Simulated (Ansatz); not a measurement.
Crystal: Ta3AsAu2O13.

```
Ta As Au O
1.0
     6.43030   -1.94333   -0.00483
     6.43030    1.94333   -0.00483
    -2.54785    0.00000   10.68617
Ta As Au O
3 1 2 13
Direct
  0.42174 0.42174 0.35289
  0.60514 0.60514 0.67616
  0.33575 0.33575 0.98865
  0.62199 0.62199 0.00347
  0.71608 0.71608 0.34780
  0.30523 0.30523 0.63263
  0.69967 0.69967 0.15479
  0.56266 0.56266 0.34673
  0.27377 0.27377 0.44492
  0.32994 0.32994 0.81777
  0.48263 0.48263 0.55126
  0.75351 0.75351 0.62745
  0.36278 0.36278 0.18289
  0.87969 0.87969 0.36594
  0.57427 0.57427 0.83568
  0.11671 0.11671 0.67068
  0.49325 0.49325 0.03078
  0.16601 0.16601 0.98717
  0.79918 0.79918 0.98234
```

The cell was built by a generator and needn't be a form met in nature.

```yaml
Program: Ansatz 0.2.0
Task: single point
Functional: PBE
Potentials_or_basis: Ansatz PAW
Cutoff: "420 eV (not typed: the program's choice for these potentials)"
k_mesh: 7 × 7 × 3
Occupations: fermi-dirac, width 0.05 eV
Spin: no spin polarisation
```

On this cell: pressure 0.0 GPa; largest force 0.012 eV/Å; band gap on the k mesh none (metal or under the smearing width).

The same run follows on a disturbed copy (atoms moved at random, drawn with an rms of 0.05 Å):

```
CELL_PARAMETERS angstrom
6.43030 -1.94333 -0.00483
6.43030 1.94333 -0.00483
-2.54785 0.00000 10.68617
ATOMIC_POSITIONS crystal
Ta 0.42748 0.41746 0.35517
Ta 0.62309 0.58956 0.67476
Ta 0.32507 0.34151 0.98864
As 0.61919 0.62695 0.00757
Au 0.71189 0.72479 0.35020
Au 0.30053 0.30820 0.63249
O 0.68072 0.71524 0.15020
O 0.55280 0.57472 0.35062
O 0.27318 0.27598 0.44291
O 0.33400 0.32019 0.81850
O 0.48104 0.48223 0.55273
O 0.74648 0.75513 0.62789
O 0.37020 0.35500 0.18533
O 0.86859 0.88406 0.36765
O 0.56682 0.59040 0.83656
O 0.12188 0.10521 0.66912
O 0.49217 0.49365 0.03337
O 0.16524 0.16484 0.98881
O 0.79760 0.80071 0.97929
```

What does the disturbed cell give?

The energy (extrapolated to zero smearing) moves by +13.2 meV/atom; pressure 1.0 GPa; largest force 2.880 eV/Å; band gap on the k mesh none (metal or under the smearing width).

Forces on the atoms (eV/Å):
```
Ta  -0.025  0.692 -0.170
Ta  -0.744  0.238  0.862
Ta   0.493 -0.227  0.307
As  -1.336 -0.053 -2.551
Au  -0.855  0.042 -0.134
Au  -0.023 -0.149  0.105
O    0.729 -0.099  2.449
O    0.228 -0.139 -0.065
O   -0.213  0.144  0.140
O    0.147  0.185 -0.484
O   -0.218 -0.077 -0.231
O    0.588 -0.140 -0.158
O    0.034  0.239 -0.059
O    0.885 -0.818  0.037
O    0.042 -0.271  0.148
O    0.171  0.131 -0.090
O   -0.046  0.040 -0.282
O    0.121  0.287 -0.047
O    0.023 -0.028  0.224
```

Stress tensor (GPa, compression positive):
```
 0.94  0.24  0.78
 0.24  1.46 -0.17
 0.78 -0.17  0.66
```
